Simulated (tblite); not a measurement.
# C7H10O4: the cost of one run

The runs use tblite 0.8.0 and PySCF 2.14.0, with density-fitted response routines of our own; the level of theory stands in each step. All values are computed, except where a source is named. Atoms are numbered from 0 throughout.

### Step 1. The starting structure

21 atoms, charge 0, multiplicity 1; geometry from: force field or distance geometry start.

Bonds of the start (Å): C0–C1 1.54, C1–C2 1.50, C2–O3 1.42, O3–C4 1.37, C4–O5 1.26, C4–C6 1.45, C6–O7 1.25, C6–O8 1.39, O8–C9 1.39, C9–C10 1.53, C9–C2 1.50, C0–H11 1.10, C0–H12 1.11, C0–H13 1.12, C1–H14 1.13, C1–H15 1.10, C2–H16 1.12, C9–H17 1.12, C10–H18 1.11, C10–H19 1.10, C10–H20 1.10.

### Step 2. Optimising the geometry with GFN2-xTB

What the job is given:

```
{"job": {"kind": "relax", "xc": "GFN2-xTB", "basis": "xTB"}, "charge": 0, "multiplicity": 1}
C      2.718200    -0.149900     0.074600
C      1.399200    -0.312100     0.846600
C      0.249900    -0.130700    -0.092500
O      0.322800     1.175200    -0.648700
C     -0.598400     2.164700    -0.421700
O     -0.427600     3.375100    -0.733700
C     -1.865100     1.798500     0.184900
O     -2.738500     2.662800     0.411300
O     -2.055100     0.468000     0.521700
C     -1.082900    -0.526500     0.465000
C     -1.685000    -1.712000    -0.295000
H      2.976600    -1.139100    -0.339600
H      3.507000     0.287500     0.713700
H      2.484500     0.574700    -0.743000
H      1.400600     0.456700     1.671200
H      1.391300    -1.310100     1.318400
H      0.452800    -0.830000    -0.948800
H     -0.934600    -0.889800     1.513600
H     -2.064300    -2.410200     0.484200
H     -2.523600    -1.330800    -0.903800
H     -0.936700    -2.205000    -0.924400
```

The run is started by

```
$ OMP_NUM_THREADS=1 python probes_run.py task.json out
```

The driver reads the jobs from task.json and runs them one after another.

**Question.** How long does this first job take on 1 thread of Arm Neoverse N1, shared host?

About 1.8 s.
